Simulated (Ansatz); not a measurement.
# F2H4OSi (built from SMILES O[SiH](F)F.[H][H]): search for a transition state

Wanted: the transition state of a four-centre ligand exchange (form Si1–H7, O2–H6 and break Si1–O2, H6–H7). The guess is relaxed with those distances held, a saddle search follows, and vibrations and two downhill relaxations check it.

Program: Ansatz 0.2.0, Gaussian basis. Level of theory: PBE0-D4, def2-SVP first, then def2-TZVP. These are calculated values, not measurements.

152 further runs of the same task are left out: 152 set aside as unsound or not needed. Runs told in other sessions of the task aren't counted.

## (1) Starting geometry

The guess: 8 atoms, charge 0, spin multiplicity 1.

Atoms are counted from 1 here; the program's logs count them from 0.

Bond lengths: Si1–O2 1.747 Å, Si1–F3 1.610 Å, Si1–F4 1.611 Å, Si1–H5 1.463 Å, O2–H6 1.174 Å, O2–H8 0.976 Å. Angles: O2–Si1–F3 114.8°, O2–Si1–F4 118.3°, O2–Si1–H5 97.3°, F3–Si1–F4 121.9°, F3–Si1–H5 97.8°, F4–Si1–H5 97.3°, Si1–O2–H6 87.4°, Si1–O2–H8 129.4°, H6–O2–H8 143.0°.

As a file:

```xyz
8
F2H4OSi
Si   -0.3265    0.4873   -0.1792
O     0.9163   -0.5876    0.4127
F    -0.5506    0.4463   -1.7732
F    -1.4960    0.9344    0.8345
H     0.4531    1.7243   -0.1197
H     0.1419   -1.4626    0.2949
H    -0.9843   -1.1472   -0.1079
H     1.8461   -0.3949    0.6379
```

Distances that are to change: Si1–H7 1.76 Å, O2–H6 1.17 Å, Si1–O2 1.75 Å, H6–H7 1.24 Å.

## (2) Relaxing the guess with the reacting distances held

Contents of hold/in.yaml:

```yaml
crystal:
  periodic: [false, false, false]
  atoms:
    - {symbol: Si, position_ang: [-0.326500, 0.487300, -0.179200]}
    - {symbol: O, position_ang: [0.916300, -0.587600, 0.412700]}
    - {symbol: F, position_ang: [-0.550600, 0.446300, -1.773200]}
    - {symbol: F, position_ang: [-1.496000, 0.934400, 0.834500]}
    - {symbol: H, position_ang: [0.453100, 1.724300, -0.119700]}
    - {symbol: H, position_ang: [0.141900, -1.462600, 0.294900]}
    - {symbol: H, position_ang: [-0.984300, -1.147200, -0.107900]}
    - {symbol: H, position_ang: [1.846100, -0.394900, 0.637900]}
basis:
  gaussian: {orbitals: def2-SVP}
hamiltonian: {xc: pbe0, dispersion: d4}
relax: {f_tol: 0.04, max_steps: 150, escape_saddle: false, constraints: [{distance: [0, 6]}, {distance: [1, 5]}, {distance: [0, 1]}, {distance: [5, 6]}]}
```

Started as:

```
ansatz run in.yaml --threads 4 --pin off --events-out ev --progress --plain --max-ram 9574MiB
```

The runs that follow: Force constants to start from; Saddle search in the small basis; Saddle search in triple zeta; Checking the order of the point; Relaxing after a step of 0.30 Å one way along the mode; Relaxing after a step of 0.30 Å the other way along the mode.

Before running it: what results should come out? Wanted: imaginary mode; barrier from the start side; barrier from the end side; energy of the step; pairs that change; zero-point energy at the saddle.

As calculated:

```
                       quantity                                                     value
                 imaginary mode                                                1262i cm⁻¹
    barrier from the start side                                                  2.414 eV
      barrier from the end side                                                  1.525 eV
             energy of the step                                                 +0.889 eV
              pairs that change  Si1–H7 formed, O2–H6 formed, Si1–O2 broken, H6–H7 broken
zero-point energy at the saddle                                                  1.203 eV
```

In words: One imaginary mode, 1262i cm⁻¹, makes this a first-order saddle. It joins the planned start and end. At PBE0-D4/def2-TZVP the electronic barrier is 2.414 eV, about 94 kT at 298 K, and the step runs 0.889 eV uphill. The barrier is thin enough for tunnelling; the leading (Wigner) term alone is a factor of 2.5 at 298 K. A step off the saddle overshot and began above it in energy, so the link to its end is likely but not proven.
